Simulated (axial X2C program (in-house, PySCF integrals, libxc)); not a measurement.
**MoBr⁻: from the state search to constants**

What are the state, bond length, wavenumber and bond energy of MoBr⁻, and what does spin–orbit coupling change?

Program: an in-house X2C program for linear molecules on PySCF integrals. Level of theory: all-electron X2C, Mo dyall-acv3z, Br dyall-acv3z. These are calculated values, not measurements.

### 1 Input

The input, task.json:

```json
{"zs": [42, 35], "q": -1, "bas": ["dyall-acv3z", "dyall-acv3z"], "levels": ["PBE0", "HF", "r2SCAN0"], "cc": true, "r0": 2.52, "thr": -1.0, "nmax": 90, "npts": 10, "nst": 2, "ntry": 6}
```

Keys: zs atomic numbers; q charge; bas basis sets; levels methods (HF also brings MP2); cc coupled cluster on or off; r0 starting distance in Å; thr threshold in hartree for freezing inner shells (an s shell follows its p shell); nmax most natural virtual spinors; npts points asked for on the curve; nst determinants followed; ntry starts of the search.

Launch:

```
$ python so2c.py task.json out
```

Spin-free means the one-electron spin-free X2C Hamiltonian; two-component (2c) means X2C with spin–orbit coupling and atomic mean-field two-electron Coulomb and Gaunt terms. Basis: Mo dyall-acv3z contracted to [12s13p10d5f3g], Br dyall-acv3z contracted to [9s10p7d5f1g]; Gaussian nuclei, density fitting. Masses: Mo 97.905 u, Br 78.918 u.

Notation: σ, π±, δ± give the projection m of an orbital's angular momentum (0, ±1, ±2), α and β its spin, Λ and M_S the sums; ω is the projection of a spinor's total angular momentum and Ω the sum. Logs are in hartree.

The results follow Hamiltonian by Hamiltonian and level by level.

### 2 State search with PBE0

PBE0 moves the distance from 2.520 Å to 2.680 Å and compares determinants there.

Spin-free determinants:

```json
{"ΔE (eV)": "0.00", "state": "M_S = 3, Λ = 0", "open shells": "beyond closed shells: 2 × σα, π+α, π-α, δ+α, δ-α"}
{"ΔE (eV)": "0.53", "state": "M_S = 2, Λ = 0", "open shells": "beyond closed shells: π+α, π-α, δ+α, δ-α"}
{"ΔE (eV)": "1.49", "state": "M_S = 3, Λ = 1", "open shells": "beyond closed shells: σα, 2 × π+α, π-α, δ+α, δ-α"}
{"ΔE (eV)": "1.56", "state": "M_S = 2, Λ = 1", "open shells": "beyond closed shells: σα, π+α, π+β, π-α, δ+α, δ-α"}
{"ΔE (eV)": "2.13", "state": "M_S = 2, Λ = 0", "open shells": "beyond closed shells: 2 × σα, π+β, π-α, δ+α, δ-α"}
{"ΔE (eV)": "2.13", "state": "M_S = 2, Λ = 2", "open shells": "beyond closed shells: 2 × σα, π+α, π+β, δ+α, δ-α"}
{"ΔE (eV)": "2.17", "state": "M_S = 2, Λ = 2", "open shells": "beyond closed shells: σα, π+α, π-α, δ+α, δ+β, δ-α"}
```

Two-component determinants:

```
ΔE (eV)  state                                            open shells
   0.00  Ω = 3                 excess of +ω over −ω: ω = 1/2, ω = 5/2
   0.53  Ω = 2                excess of +ω over −ω: ω = -1/2, ω = 5/2
   1.50  Ω = 4                 excess of +ω over −ω: ω = 3/2, ω = 5/2
   1.57  Ω = 1                excess of +ω over −ω: ω = -3/2, ω = 5/2
   1.65  Ω = 1                excess of +ω over −ω: ω = -3/2, ω = 5/2
   2.04  Ω = 2   excess of +ω over −ω: 2 × ω = 1/2, ω = -3/2, ω = 5/2
   2.12  Ω = 0  excess of +ω over −ω: ω = -1/2, 2 × ω = 3/2, ω = -5/2
```

### 3 PBE0, spin-free

State followed: M_S = 3, Λ = 0 (beyond closed shells: 2 × σα, π+α, π-α, δ+α, δ-α). The scan is laid around 2.680 Å, a first estimate of the minimum, and this SCF restarts from the orbitals of the search.

Output at 2.680 Å:

```text
spin-free X2C-1e  PBE0
basis functions 281  fitting functions 1365  grid points 5804
iter        total energy     max residual
   1      -6654.272336149     7.23e-06
   2      -6654.272336154     6.79e-06
   3      -6654.272336156     1.71e-06
converged
one-electron -9804.56747118  Coulomb 3077.49365963  exact exchange -53.50287480  xc functional -163.95329908  nuclear repulsion 290.25764927
```

Along the bond, energies from the lowest point:

```csv
R (Å),E (eV),μ (D),HOMO (eV),LUMO (eV),iterations
2.332,0.3980,4.82,0.58,1.72,15
2.439,0.1525,3.78,0.48,1.74,15
2.519,0.0550,3.06,0.38,1.76,14
2.600,0.0091,2.39,0.28,1.77,14
2.680,0.0000,1.75,0.18,1.77,3
2.774,0.0213,1.04,0.05,1.78,13
2.868,0.0651,0.36,-0.08,1.78,12
2.988,0.1405,-0.47,-0.24,1.78,12
3.136,0.2454,-1.44,-0.44,1.77,12
3.350,0.3994,-2.77,-0.71,1.76,12
```

Dipoles are positive if Br is the positive end and refer to the centre of mass.

Outer orbitals at the reference distance:

| symmetry | occupied | ε (eV) | atomic character |
| --- | --- | --- | --- |
| π+β | yes | -33.93 | 100% Mo p |
| π-β | yes | -33.93 | 100% Mo p |
| σβ | yes | -33.93 | 99% Mo p |
| σα | yes | -15.98 | 82% Br s, 6% Mo d, 5% Mo p |
| σβ | yes | -15.93 | 82% Br s, 6% Mo d, 5% Mo p |
| σα | yes | -4.16 | 75% Br p, 15% Mo d, 6% Mo s |
| σβ | yes | -3.70 | 84% Br p, 6% Mo d, 4% Mo s |
| π-α | yes | -3.29 | 78% Br p, 17% Mo d, 2% Mo f |
| π+α | yes | -3.29 | 78% Br p, 17% Mo d, 2% Mo f |
| π-β | yes | -3.03 | 88% Br p, 6% Mo d, 3% Mo f |
| π+β | yes | -3.03 | 88% Br p, 6% Mo d, 3% Mo f |
| δ+α | yes | -1.44 | 100% Mo d |
| δ-α | yes | -1.44 | 100% Mo d |
| σα | yes | -1.19 | 54% Mo d, 37% Mo s, 7% Br p |
| π+α | yes | -1.03 | 82% Mo d, 12% Br p, 2% Mo p |
| π-α | yes | -1.03 | 82% Mo d, 12% Br p, 2% Mo p |
| σα | yes | 0.18 | 34% Mo s, 29% Mo p, 24% Mo d |
| σα | no | 1.77 | 90% Mo p, 9% Mo s |
| π-α | no | 1.79 | 99% Mo p |
| π+α | no | 1.79 | 99% Mo p |
| π+β | no | 2.02 | 100% Mo p |

PBE0 fields in the half plane through the axis: z from -2.4 to 4.8 Å across, distance from the axis 0.15 to 2.25 Å upwards; Mo lies at z = 0 and Br at z = 2.680 Å; the ELF is damped to zero where the density is low.

log10 density (e/bohr³). Ten even steps from ' ' (-3.98 ) to '@' (1.66 ):
```
..........::::::::::........................      
......::::::::::::::::::::::::::::::::::::....    
..::::::::------------::::::------------::::....  
::::::::------====--------------======------::....
::::::----======++======----======++======--::::..
::::----====++++**++++========++++++++++====--::..
::::----==++****##****++====++++**##**++++==--::::
::::----==++**##@@##**++====++**%%@@%%**++==--::::
```

ELF. Ten even steps from ' ' (0.00 ) to '@' (0.85 ):
```
==++++++====------::::..      ....::::::..        
********++====------::::......--========--::..    
%%%%##**++======------::....--++**####**++--::..  
%%%%##**++========----::..::++##%%@@@@%%##++--::  
@@@@%%**++====++++++--::::==##@@@@@@@@@@%%##++--..
@@@@%%**====**##%%%%++::::++%%@@##++##@@@@%%**--..
@@@@##++==++%%##--##%%--::**@@==::==::**@@%%##==::
@@@@##++==**%%--**--%%==::##%%::%%::%%::@@@@##==::
```

Re = 2.664 Å, ωe = 162.5 cm⁻¹, ωexe = 0.815 cm⁻¹, Be = 0.05437 cm⁻¹, De = 1.16 eV, μ = 1.87 D.

### 4 HF, spin-free

The SCF at the reference distance of 2.680 Å:

```text
spin-free X2C-1e  HF
basis functions 281  fitting functions 1365  grid points 5804
iter        total energy     max residual
   1      -6650.827661468     3.31e-01
   2      -6650.859836201     4.37e-03
   3      -6650.861358413     2.19e-03
   4      -6650.861618783     9.53e-04
   5      -6650.861712941     3.93e-04
   6      -6650.861742621     1.72e-04
   7      -6650.861749505     1.16e-04
   8      -6650.861752161     4.34e-05
   9      -6650.861752535     1.99e-05
  10      -6650.861752653     1.25e-05
  11      -6650.861752671     5.14e-06
  12      -6650.861752674     2.87e-06
  13      -6650.861752675     5.88e-07
converged
one-electron -9804.50814047  Coulomb 3077.54677063  exact exchange -214.15803210  xc functional 0.00000000  nuclear repulsion 290.25764927
```

Re = 2.820 Å, ωe = 136.5 cm⁻¹, ωexe = 0.808 cm⁻¹, Be = 0.04851 cm⁻¹, De = 0.881 eV, μ = 1.08 D.

### 5 r2SCAN0, spin-free

The SCF at the reference distance of 2.680 Å:

```text
spin-free X2C-1e  r2SCAN0
basis functions 281  fitting functions 1365  grid points 5804
iter        total energy     max residual
   1      -6654.826904219     7.50e-02
   2      -6654.829907470     1.70e-03
   3      -6654.829923817     2.12e-03
   4      -6654.829997302     1.45e-04
   5      -6654.829998428     6.39e-05
   6      -6654.829998735     4.31e-05
   7      -6654.829998821     1.95e-05
   8      -6654.829998841     5.34e-06
   9      -6654.829998844     2.22e-06
  10      -6654.829998845     6.22e-07
converged
one-electron -9805.11785294  Coulomb 3078.08725376  exact exchange -53.51645258  xc functional -164.54059636  nuclear repulsion 290.25764927
```

Re = 2.685 Å, ωe = 159.5 cm⁻¹, ωexe = 0.776 cm⁻¹, Be = 0.05349 cm⁻¹, De = 1.16 eV, μ = 1.42 D.

### 6 Correlated methods, spin-free

Correlated methods: 14 electrons correlated (frozen shells, counted by type: Mo 4 s, 3 p, 1 d; Br 3 s, 2 p, 1 d), 356 virtual spinors in MP2, 90 natural virtuals in coupled cluster.

Output of the correlated part at 2.680 Å:

```text
correlated 14  virtual 356  natural virtual 90  E(MP2) -0.274562681  MP2 remainder -0.014617977
iter   CCSD correlation   residual
   1     -0.275374988   8.96e-02
   2     -0.280707142   3.13e-02
   3     -0.281248100   1.14e-02
   4     -0.281288561   4.79e-03
   5     -0.281310255   1.64e-03
   6     -0.281313004   7.53e-04
   7     -0.281313640   3.34e-04
   8     -0.281312997   1.02e-04
   9     -0.281312524   3.23e-05
  10     -0.281312781   1.04e-05
  11     -0.281312852   3.09e-06
  12     -0.281312878   9.16e-07
  13     -0.281312881   3.30e-07
(T) -0.010799725  T1 0.0216  D1 0.0609  max T2 0.038
```

T1 in the output is the amplitude norm over the root of the electron number; divide by √2 for the Lee–Taylor value.

MP2: Re = 2.681 Å, ωe = 164.6 cm⁻¹, Be = 0.05366 cm⁻¹, De = 1.23 eV.

CCSD: Re = 2.706 Å, ωe = 159.5 cm⁻¹, ωexe = 0.69 cm⁻¹, Be = 0.0527 cm⁻¹, De = 1.22 eV. T1 at Re = 0.015 (Lee–Taylor, the printed value over √2).

CCSD(T): Re = 2.697 Å, ωe = 161.8 cm⁻¹, ωexe = 0.706 cm⁻¹, Be = 0.05303 cm⁻¹, De = 1.23 eV. T1 at Re = 0.015 (Lee–Taylor, the printed value over √2).

### 7 A higher determinant, spin-free

State: M_S = 2, Λ = 0 (beyond closed shells: π+α, π-α, δ+α, δ-α).

Output at the reference distance:

```text
spin-free X2C-1e  PBE0
basis functions 281  fitting functions 1365  grid points 5804
iter        total energy     max residual
   1      -6654.252732083     5.84e-06
   2      -6654.252732087     5.61e-06
   3      -6654.252732089     1.55e-06
   4      -6654.252732090     1.87e-06
converged
one-electron -9802.41650934  Coulomb 3075.27607493  exact exchange -53.47883782  xc functional -163.89110914  nuclear repulsion 290.25764927
```

| R (Å) | E above the lowest PBE0 point (eV) |
| --- | --- |
| 2.332 | 0.620 |
| 2.439 | 0.476 |
| 2.519 | 0.452 |
| 2.600 | 0.476 |
| 2.680 | 0.533 |
| 2.774 | 0.628 |
| 2.868 | 0.740 |
| 2.988 | 0.895 |
| 3.136 | 1.087 |

Re = 2.515 Å, ωe = 217.3 cm⁻¹, ωexe = 0.823 cm⁻¹, Be = 0.06101 cm⁻¹, μ = 4.25 D. ⟨S²⟩ = 6.67 against 6.00 for a pure state, so this determinant mixes spins. Te = 0.45 eV.

### 8 The spin-free curves together

Energy (eV) of the followed determinant, spin-free, from each level's lowest point:

| R (Å) | PBE0 | HF | MP2 | CCSD | CCSD(T) | r2SCAN0 |
| --- | --- | --- | --- | --- | --- | --- |
| 2.332 | 0.398 | 0.769 | 0.458 | n/a | n/a | 0.446 |
| 2.439 | 0.152 | 0.391 | 0.185 | 0.217 | 0.206 | 0.182 |
| 2.519 | 0.055 | 0.212 | 0.073 | 0.092 | 0.086 | 0.073 |
| 2.600 | 0.009 | 0.099 | 0.016 | 0.025 | 0.022 | 0.017 |
| 2.680 | 0.000 | 0.033 | 0.000 | 0.000 | 0.000 | 0.000 |
| 2.774 | 0.021 | 0.000 | 0.016 | 0.007 | 0.010 | 0.014 |
| 2.868 | 0.065 | 0.000 | 0.058 | 0.042 | 0.048 | 0.052 |
| 2.988 | 0.140 | 0.030 | 0.134 | 0.110 | 0.120 | 0.123 |
| 3.136 | 0.245 | 0.093 | 0.243 | n/a | n/a | 0.224 |
| 3.350 | 0.399 | 0.202 | 0.406 | n/a | n/a | 0.376 |

### 9 PBE0, 2c

State followed: Ω = 3 (excess of +ω over −ω: ω = 1/2, ω = 5/2). The scan is laid around 2.680 Å, a first estimate of the minimum, and this SCF restarts from the orbitals of the search.

Output at 2.680 Å:

```text
two-component X2C + atomic mean field  PBE0
basis functions 281  fitting functions 1365  grid points 5804
iter        total energy     max residual
   1      -6651.764854044     1.00e-05
   2      -6651.764854049     1.15e-05
   3      -6651.764854054     2.61e-06
   4      -6651.764854055     1.80e-06
converged
one-electron -9797.92958180  Coulomb 3076.15653768  exact exchange -53.47847631  xc functional -163.87927639  nuclear repulsion 290.25764927  atomic mean-field constant -2.89170651
```

Along the bond, energies from the lowest point:

| R (Å) | E (eV) | μ (D) | HOMO (eV) | LUMO (eV) | iterations |
| --- | --- | --- | --- | --- | --- |
| 2.332 | 0.3989 | 4.82 | 0.58 | 1.71 | 18 |
| 2.439 | 0.1532 | 3.78 | 0.48 | 1.74 | 15 |
| 2.519 | 0.0555 | 3.06 | 0.38 | 1.76 | 15 |
| 2.600 | 0.0094 | 2.39 | 0.29 | 1.77 | 14 |
| 2.680 | 0.0000 | 1.75 | 0.18 | 1.77 | 4 |
| 2.774 | 0.0210 | 1.04 | 0.05 | 1.78 | 13 |
| 2.868 | 0.0644 | 0.37 | -0.07 | 1.78 | 12 |
| 2.988 | 0.1395 | -0.47 | -0.24 | 1.78 | 12 |
| 3.136 | 0.2440 | -1.44 | -0.43 | 1.77 | 12 |
| 3.350 | 0.3976 | -2.77 | -0.70 | 1.76 | 12 |

Dipoles are positive if Br is the positive end and refer to the centre of mass.

Outer spinors at the reference distance:

| ω | occupied | ε (eV) | atomic character | λ mixture |
| --- | --- | --- | --- | --- |
| 1/2 | yes | -34.33 | 100% Mo p | 90% π, 10% σ |
| -1/2 | yes | -33.63 | 99% Mo p | 95% σ, 5% π |
| -3/2 | yes | -33.07 | 100% Mo p | 100% π |
| 1/2 | yes | -15.99 | 82% Br s, 6% Mo d, 5% Mo p | 100% σ |
| -1/2 | yes | -15.93 | 82% Br s, 6% Mo d, 5% Mo p | 100% σ |
| 1/2 | yes | -4.19 | 76% Br p, 14% Mo d, 6% Mo s | 97% σ, 3% π |
| -1/2 | yes | -3.80 | 84% Br p, 7% Mo d, 3% Mo p | 80% σ, 20% π |
| -1/2 | yes | -3.34 | 79% Br p, 15% Mo d, 2% Mo p | 80% π, 20% σ |
| 3/2 | yes | -3.16 | 76% Br p, 19% Mo d, 2% Mo f | 100% π |
| 1/2 | yes | -3.15 | 87% Br p, 6% Mo d, 3% Mo f | 97% π, 3% σ |
| -3/2 | yes | -2.88 | 88% Br p, 6% Mo d, 3% Mo f | 100% π |
| -3/2 | yes | -1.53 | 100% Mo d | 100% δ |
| 5/2 | yes | -1.36 | 100% Mo d | 100% δ |
| 1/2 | yes | -1.19 | 54% Mo d, 37% Mo s, 7% Br p | 100% σ |
| -1/2 | yes | -1.09 | 83% Mo d, 11% Br p, 2% Mo p | 100% π |
| 3/2 | yes | -0.97 | 80% Mo d, 13% Br p, 3% Mo p | 100% π |
| 1/2 | yes | 0.18 | 34% Mo s, 29% Mo p, 23% Mo d | 100% σ |
| 1/2 | no | 1.77 | 89% Mo p, 9% Mo s | 100% σ |
| -1/2 | no | 1.79 | 99% Mo p | 100% π |
| 3/2 | no | 1.79 | 99% Mo p | 100% π |
| 1/2 | no | 2.02 | 100% Mo p | 100% π |

PBE0 fields in the half plane through the axis: z from -2.4 to 4.8 Å across, distance from the axis 0.15 to 2.25 Å upwards; Mo lies at z = 0 and Br at z = 2.680 Å; the ELF is damped to zero where the density is low.

log10 density (e/bohr³). Ten even steps from '0' (-3.97 ) to '9' (1.66 ):
```
1111122222111111111111000
1112222222222222222221100
1222233333322233333322110
1222333443333333444333211
2223344454443344454443221
2233445565544445555544321
2233456676654455676554322
2233456797654456898654322
```

ELF. Ten even steps from '0' (0.00 ) to '9' (0.85 ):
```
4555443332210001122210000
6666544333221113444432100
8876544433321135677653210
8876544443321357899875320
9986544555322479999987531
9986446788522589757998631
9975458737832694242698742
9975468363842782828299742
```

Re = 2.665 Å, ωe = 162.2 cm⁻¹, ωexe = 0.812 cm⁻¹, Be = 0.05434 cm⁻¹, De = 1.16 eV, μ = 1.87 D.

### 10 HF, 2c

The SCF at the reference distance of 2.680 Å:

```text
two-component X2C + atomic mean field  HF
basis functions 281  fitting functions 1365  grid points 5804
iter        total energy     max residual
   1      -6648.321006577     3.31e-01
   2      -6648.353183244     4.39e-03
   3      -6648.354709896     2.19e-03
   4      -6648.354971903     9.53e-04
   5      -6648.355067139     3.93e-04
   6      -6648.355097650     1.72e-04
   7      -6648.355104940     1.16e-04
   8      -6648.355107851     4.16e-05
   9      -6648.355108290     2.11e-05
  10      -6648.355108445     1.36e-05
  11      -6648.355108477     8.45e-06
  12      -6648.355108486     5.27e-06
  13      -6648.355108488     3.11e-06
  14      -6648.355108489     1.71e-06
converged
one-electron -9797.86885919  Coulomb 3076.20838524  exact exchange -214.06057731  xc functional 0.00000000  nuclear repulsion 290.25764927  atomic mean-field constant -2.89170651
```

Re = 2.822 Å, ωe = 136.2 cm⁻¹, ωexe = 0.806 cm⁻¹, Be = 0.04846 cm⁻¹, De = 0.879 eV, μ = 1.07 D.

### 11 r2SCAN0, 2c

Output at 2.680 Å:

```text
two-component X2C + atomic mean field  r2SCAN0
basis functions 281  fitting functions 1365  grid points 5804
iter        total energy     max residual
   1      -6652.317303616     7.49e-02
   2      -6652.320341406     1.70e-03
   3      -6652.320362221     2.12e-03
   4      -6652.320435776     1.45e-04
   5      -6652.320437365     6.42e-05
   6      -6652.320437785     4.31e-05
   7      -6652.320437911     2.14e-05
   8      -6652.320437941     5.05e-06
   9      -6652.320437946     2.27e-06
  10      -6652.320437946     5.54e-07
converged
one-electron -9798.47839371  Coulomb 3076.74868955  exact exchange -53.49208451  xc functional -164.46459204  nuclear repulsion 290.25764927  atomic mean-field constant -2.89170651
```

Re = 2.686 Å, ωe = 159.2 cm⁻¹, ωexe = 0.774 cm⁻¹, Be = 0.05346 cm⁻¹, De = 1.15 eV, μ = 1.42 D.

### 12 MP2 and beyond, 2c

Correlated methods: 14 electrons correlated (frozen shells, counted by type: Mo 4 s, 3 p, 1 d; Br 3 s, 2 p, 1 d), 356 virtual spinors in MP2, 90 natural virtuals in coupled cluster.

Output of the correlated part at 2.680 Å:

```text
correlated 14  virtual 356  natural virtual 90  E(MP2) -0.274550436  MP2 remainder -0.014645690
iter   CCSD correlation   residual
   1     -0.275334806   8.96e-02
   2     -0.280666954   3.13e-02
   3     -0.281206819   1.14e-02
   4     -0.281247132   4.78e-03
   5     -0.281268726   1.64e-03
   6     -0.281271450   7.48e-04
   7     -0.281272088   3.31e-04
   8     -0.281271458   1.02e-04
   9     -0.281270984   3.22e-05
  10     -0.281271239   1.05e-05
  11     -0.281271306   3.16e-06
  12     -0.281271334   9.81e-07
  13     -0.281271336   3.68e-07
(T) -0.010793569  T1 0.0216  D1 0.0609  max T2 0.037
```

MP2: Re = 2.682 Å, ωe = 164.3 cm⁻¹, Be = 0.05362 cm⁻¹, De = 1.23 eV.

CCSD: Re = 2.707 Å, ωe = 159.2 cm⁻¹, ωexe = 0.69 cm⁻¹, Be = 0.05266 cm⁻¹, De = 1.21 eV. T1 at Re = 0.015 (Lee–Taylor, the printed value over √2).

CCSD(T): Re = 2.698 Å, ωe = 161.5 cm⁻¹, ωexe = 0.703 cm⁻¹, Be = 0.05299 cm⁻¹, De = 1.23 eV. T1 at Re = 0.015 (Lee–Taylor, the printed value over √2).

### 13 A higher determinant, 2c

State: Ω = 2 (excess of +ω over −ω: ω = -1/2, ω = 5/2).

Output at the reference distance:

```text
two-component X2C + atomic mean field  PBE0
basis functions 281  fitting functions 1365  grid points 5804
iter        total energy     max residual
   1      -6651.745292823     1.11e-05
   2      -6651.745292830     1.34e-05
   3      -6651.745292836     4.10e-06
   4      -6651.745292838     2.93e-06
converged
one-electron -9795.78623011  Coulomb 3073.94678681  exact exchange -53.45450804  xc functional -163.81728426  nuclear repulsion 290.25764927  atomic mean-field constant -2.89170651
```

```
R (Å)  E above the lowest PBE0 point (eV)
2.332                               0.620
2.439                               0.476
2.519                               0.452
2.600                               0.475
2.680                               0.532
2.774                               0.626
2.868                               0.738
2.988                               0.893
3.136                               1.084
```

Re = 2.515 Å, ωe = 216.8 cm⁻¹, ωexe = 0.823 cm⁻¹, Be = 0.06098 cm⁻¹, μ = 4.25 D. Te = 0.45 eV.

### 14 The 2c curves together

Energy (eV) of the followed determinant, 2c, from each level's lowest point:

| R (Å) | PBE0 | HF | MP2 | CCSD | CCSD(T) | r2SCAN0 |
| --- | --- | --- | --- | --- | --- | --- |
| 2.332 | 0.399 | 0.772 | 0.459 | n/a | n/a | 0.447 |
| 2.439 | 0.153 | 0.393 | 0.186 | 0.217 | 0.207 | 0.183 |
| 2.519 | 0.056 | 0.214 | 0.074 | 0.093 | 0.086 | 0.073 |
| 2.600 | 0.009 | 0.100 | 0.017 | 0.026 | 0.023 | 0.017 |
| 2.680 | 0.000 | 0.034 | 0.000 | 0.000 | 0.000 | 0.000 |
| 2.774 | 0.021 | 0.001 | 0.016 | 0.007 | 0.010 | 0.014 |
| 2.868 | 0.064 | 0.000 | 0.057 | 0.041 | 0.047 | 0.052 |
| 2.988 | 0.139 | 0.030 | 0.133 | 0.109 | 0.118 | 0.122 |
| 3.136 | 0.244 | 0.092 | 0.242 | n/a | n/a | 0.223 |
| 3.350 | 0.398 | 0.201 | 0.405 | n/a | n/a | 0.374 |

Time for the job: 7.4 min (1 thread of Arm Neoverse V1, shared host); peak memory 1.1 GiB.

### 15 What came out

Lowest determinant that the search found at its distance, spin-free: M_S = 3, Λ = 0 (beyond closed shells: 2 × σα, π+α, π-α, δ+α, δ-α).

Lowest determinant that the search found at its distance, 2c: Ω = 3 (excess of +ω over −ω: ω = 1/2, ω = 5/2).

```csv
Hamiltonian,level,Re (Å),ωe (cm⁻¹),De (eV),μ (D)
spin-free,PBE0,2.664,162.5,1.16,1.87
spin-free,HF,2.820,136.5,0.881,1.08
spin-free,MP2,2.681,164.6,1.23,n/a
spin-free,CCSD,2.706,159.5,1.22,n/a
spin-free,CCSD(T),2.697,161.8,1.23,n/a
spin-free,r2SCAN0,2.685,159.5,1.16,1.42
2c,PBE0,2.665,162.2,1.16,1.87
2c,HF,2.822,136.2,0.879,1.07
2c,MP2,2.682,164.3,1.23,n/a
2c,CCSD,2.707,159.2,1.21,n/a
2c,CCSD(T),2.698,161.5,1.23,n/a
2c,r2SCAN0,2.686,159.2,1.15,1.42
```

Dipoles are positive if Br is the positive end and refer to the centre of mass.

Time per point (s) on 1 thread of Arm Neoverse V1, shared host (2c runs; CCSD comes with the CCSD(T) run); the times are rough: PBE0 2.2, HF 1.8, MP2 2.7, CCSD(T) 9.4, r2SCAN0 3.

At CCSD(T), going from spin-free to two-component changes Re by +1 mÅ, ωe by -0.2 %; the spin-free picture holds up (part of it comes from the scalar share of the two-electron terms). De moves by 0.00 eV; both De rest on single-determinant atoms, which can miss part of an open shell's spin–orbit lowering.

De refers to Mo + Br-, each in the lowest determinant found, which need not be this curve's own limit. The state is a single determinant with fixed occupations, the lowest that a limited PBE0 search found. De is counted from the lowest determinant-based energies of the atoms at the same level, without counterpoise correction. Density functionals use the spin component along the axis (collinear). Coupled cluster ran in a truncated set of natural virtual spinors; the MP2 energy of the rest was added. The meta-GGAs lack a current-density term, which matters for open shells with orbital currents, atoms included. With several unpaired electrons one determinant need not be a pure state. With the outer-core shells frozen, correlated bond lengths of heavy atoms tend to come out a few hundredths of an ångström too long.
